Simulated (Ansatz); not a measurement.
# CH7NOSi: up Jacob's ladder to CCSD(T)

One table from this session's results is given with a row withheld; the runs are named, their logs left out.

The runs use Ansatz 0.2.0, Gaussian basis; functionals in def2-TZVPP, the program's frozen cores in correlated methods.

Levels to be run: LDA (SPW92), PBE-D4, revPBE-D4, BLYP-D4, r2SCAN-D4, B97M-V, PBE0-D4, B3LYP-D4, r2SCANh-D4, r2SCAN0-D4, HSE06-D4, BHLYP-D4, CAM-B3LYP-D4, LC-ωPBE, ωB97X-V, ωB97M-V, B2PLYP, PBE-QIDH; CCSD(T)/def2-SVP; CCSD(T)/def2-TZVPP; MP2/def2-QZVPP; extrapolation to the limit; RPA on PBE.

**The geometry**

The geometry comes from an earlier relaxation with PBE0-D4 in a triple-zeta def2 set; it is a stationary point, not always the lowest conformer.

11 atoms, charge 0, spin multiplicity 1.

Atoms are counted from 1 here; the program's logs count them from 0.

Bond lengths: C1–Si2 1.862 Å, C1–H5 1.092 Å, C1–H6 1.094 Å, C1–H7 1.093 Å, Si2–N3 1.716 Å, Si2–O4 1.649 Å, Si2–H8 1.487 Å, N3–H9 1.007 Å, N3–H10 1.006 Å, O4–H11 0.959 Å. Angles: Si2–C1–H5 110.2°, Si2–C1–H6 111.2°, Si2–C1–H7 111.4°, H5–C1–H6 107.7°, H5–C1–H7 108.0°, H6–C1–H7 108.1°, C1–Si2–N3 106.8°, C1–Si2–O4 113.3°, C1–Si2–H8 110.5°, N3–Si2–O4 109.8°, N3–Si2–H8 114.3°, O4–Si2–H8 102.2°, Si2–N3–H9 121.6°, Si2–N3–H10 120.4°, H9–N3–H10 111.3°, Si2–O4–H11 115.6°.

Set-up of the first run:

Contents of in.yaml:

```yaml
crystal:
  periodic: [false, false, false]
  atoms:
    - {symbol: C, position_ang: [-1.129357, 0.882075, 0.235123]}
    - {symbol: Si, position_ang: [-0.008304, -0.600087, 0.125299]}
    - {symbol: N, position_ang: [1.601708, -0.007406, 0.165712]}
    - {symbol: O, position_ang: [-0.240466, -1.494569, -1.240768]}
    - {symbol: H, position_ang: [-2.172922, 0.574634, 0.135633]}
    - {symbol: H, position_ang: [-1.021884, 1.388960, 1.198161]}
    - {symbol: H, position_ang: [-0.913668, 1.605538, -0.555943]}
    - {symbol: H, position_ang: [-0.328770, -1.576934, 1.198985]}
    - {symbol: H, position_ang: [2.389796, -0.626447, 0.263007]}
    - {symbol: H, position_ang: [1.800778, 0.901782, 0.548262]}
    - {symbol: H, position_ang: [0.088389, -1.104547, -2.052771]}
basis:
  gaussian: {orbitals: def2-TZVPP}
hamiltonian: {xc: lda}
output: {orbitals: {seedname: orbitals}}
```

Steps of the session up to this table: LDA; PBE-D4 (GGA); revPBE-D4 (GGA); BLYP-D4 (GGA); r2SCAN-D4 (meta-GGA); B97M-V (meta-GGA); PBE0-D4 (hybrid); B3LYP-D4 (hybrid); r2SCANh-D4 (hybrid); r2SCAN0-D4 (hybrid); HSE06-D4 (hybrid); BHLYP-D4 (hybrid); CAM-B3LYP-D4 (range-separated); LC-ωPBE-D4 (range-separated; the results give it without D4); ωB97X-V (range-separated); ωB97M-V (range-separated); B2PLYP (double hybrid); PBE-QIDH (double hybrid).

One table of the session follows, with a row left open; its other results are not shown here.

It belongs to the step «Orbital energies across the functionals». 

```
  functional  HOMO (eV)  LUMO (eV)  gap (eV)
 LDA (SPW92)      -6.15      -0.08      6.07
      PBE-D4      -6.00       0.05      6.05
   revPBE-D4      -5.94       0.11      6.05
     BLYP-D4      -5.90       0.01      5.90
   r2SCAN-D4      -6.31       0.78      7.09
      B97M-V      -6.41       0.24      6.65
     PBE0-D4      -7.44       0.87      8.32
    B3LYP-D4      -7.21       0.51      7.72
  r2SCANh-D4      -6.85       1.02      7.87
  r2SCAN0-D4          ?          ?         ?
    HSE06-D4      -7.03       0.51      7.54
    BHLYP-D4      -8.82       1.46     10.28
CAM-B3LYP-D4      -8.91       1.61     10.52
     LC-ωPBE     -10.31       2.94     13.25
     ωB97X-V      -9.94       2.72     12.66
     ωB97M-V      -9.83       2.26     12.09
```

**Question.** Estimate the row for r2SCAN0-D4.

Worked estimate for «HOMO (eV)». Against the share of exact exchange, r2SCAN-D4 (0, -6.31), r2SCANh-D4 (0.1, -6.85) give a slope of -5.40 per unit share; at 0.25 the line stands at -7.66.

As computed: HOMO (eV): -7.66; LUMO (eV): 1.36; gap (eV): 9.03. In «HOMO (eV)» the line misses by 0.00.
